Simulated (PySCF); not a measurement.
GaGe: density of states with PBEsol

Crystal: GaGe.

```
CELL_PARAMETERS angstrom
0.00000 2.89784 2.89784
2.89784 0.00000 2.89784
2.89784 2.89784 0.00000
ATOMIC_POSITIONS crystal
Ge 0.00000 0.00000 0.00000
Ga 0.25000 0.25000 0.25000
```

The cell comes from a database or a generator and needn't be the stable form of this composition.

```
Program                                    : PySCF 2.14.0
Task                                       : density of states
Functional                                 : PBEsol
Potentials or basis                        : DZVP-MOLOPT-SR/GTH-PBE (potentials made for PBE)
k mesh                                     : 8 × 8 × 8
Occupations                                : fermi-dirac, width 0.05 eV
Spin                                       : no spin polarisation
Symmetry                                   : yes
Density cutoff                             : 211 Ha
Exponents discarded below (exp_to_discard) : 0.02 1/bohr^2
Potentials                                 : Ga GTH-PBE-q13, Ge GTH-PBE-q4
Gaussian width of the DOS                  : 0.15 eV
conv_tol                                   : 1e-07 Ha
max_cycle                                  : 60
Coulomb method                             : multigrid
```

The band gap on the k mesh is none (metal or under the smearing width) and the mulliken charges are Ge +0.09; Ga -0.09 e.

Levels at points of the mesh, in eV from the Fermi level:
```
           k point  band 6  band 7  band 8  band 9  band 10  band 11  band 12  band 13
(0.00, 0.00, 0.00)  -10.50    1.75    1.75    1.75     2.07     4.35     4.35     4.35
(0.50, 0.50, 0.00)   -7.43   -5.89   -1.27   -1.27     2.25     2.39    11.32    11.32
(0.50, 0.50, 0.50)   -8.52   -5.44    0.40    0.40     2.01     5.43     5.43     9.21
```

States per cell in windows of 1 eV (zero at the Fermi level; states under -8 eV left out):
```csv
from (eV),total
-8.0,0.56
-7.0,0.01
-6.0,0.88
-5.0,0.54
-4.0,0.31
-3.0,0.70
-2.0,1.26
-1.0,1.32
0.0,0.81
1.0,0.18
2.0,0.43
3.0,1.27
4.0,1.13
5.0,1.29
6.0,1.33
7.0,1.08
```

It took 7.2 min on 4 threads of Arm Neoverse V1, with other jobs on the host, peak memory 5.5 GiB.

Caveat: Mulliken charges move with the basis; the basis of atomic orbitals isn't converged, which shifts pressures, moduli and gaps.
